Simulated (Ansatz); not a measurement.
**AlO₄−: geometry and frequencies at several levels**

Aim: geometry and frequencies at several levels, for AlO₄−, with the cost of each level. Charge -1.

Computed with Ansatz 0.2.0 (the levels named in each step, unless a step's input says otherwise).

### 1 The starting structure

Bond lengths: O1–O2 1.517 Å, O1–Al3 1.693 Å, O2–Al3 1.693 Å, Al3–O4 1.693 Å, Al3–O5 1.693 Å, O4–O5 1.517 Å. Angles: O1–O2–Al3 63.4°, O2–O1–Al3 63.4°, O1–Al3–O2 53.2°, O1–Al3–O4 143.1°, O1–Al3–O5 143.0°, O2–Al3–O4 143.0°, O2–Al3–O5 143.1°, O4–Al3–O5 53.2°, Al3–O4–O5 63.4°, Al3–O5–O4 63.4°.

Coordinates:

```xyz
5

O     1.5251   -0.4870   -0.5512
O     1.5019    0.5295    0.5751
Al   -0.0001   -0.0002   -0.0001
O    -1.5174    0.5433   -0.5188
O    -1.5096   -0.5858    0.4948
```

### 2 A rough first relaxation, PBE-D4/def2-SVPD

input.yaml

```yaml
crystal:
  periodic: [false, false, false]
  atoms:
    - { symbol: O, position_ang: [1.52508, -0.48703, -0.55115] }
    - { symbol: O, position_ang: [1.50189, 0.52954, 0.57512] }
    - { symbol: Al, position_ang: [-6.0e-05, -0.00023, -8.0e-05] }
    - { symbol: O, position_ang: [-1.5174, 0.54331, -0.51881] }
    - { symbol: O, position_ang: [-1.50957, -0.58582, 0.49484] }
total_charge: -1
basis:
  gaussian: { orbitals: def2-SVPD }
hamiltonian:
  xc: pbe
  dispersion: d4
relax:
  f_tol: 0.03
  max_steps: 200
```

Run with:

```sh
> ansatz run input.yaml --threads 2 --pin off --max-ram 5120MiB --backend cpu --events-out ev --progress --plain --runs-dir out
```

Further steps of the session: Relaxation, HF/STO-3G; Frequencies, HF/STO-3G; Relaxation, HF/6-31G*; Frequencies, HF/6-31G*; Relaxation, LDA/def2-SVPD; Frequencies, LDA/def2-SVPD; Relaxation, PBE-D4/def2-SVPD; Frequencies, PBE-D4/def2-SVPD.

**Question.** What will these runs give? Wanted: O1–Al3 at PBE-D4/def2-SVPD; O2–Al3 at PBE-D4/def2-SVPD; Al3–O4 at PBE-D4/def2-SVPD; frequencies at PBE-D4/def2-SVPD.

**Answer**, as computed:

```
                       quantity           value
     O1–Al3 at PBE-D4/def2-SVPD         1.772 Å
     O2–Al3 at PBE-D4/def2-SVPD         1.772 Å
     Al3–O4 at PBE-D4/def2-SVPD         1.772 Å
frequencies at PBE-D4/def2-SVPD  89 to 999 cm⁻¹
```

**Reading.** The O–Al distance spreads over 0.078 Å, from HF/STO-3G (shortest) to PBE-D4/def2-SVPD. No mode is imaginary, so the geometry is a minimum.
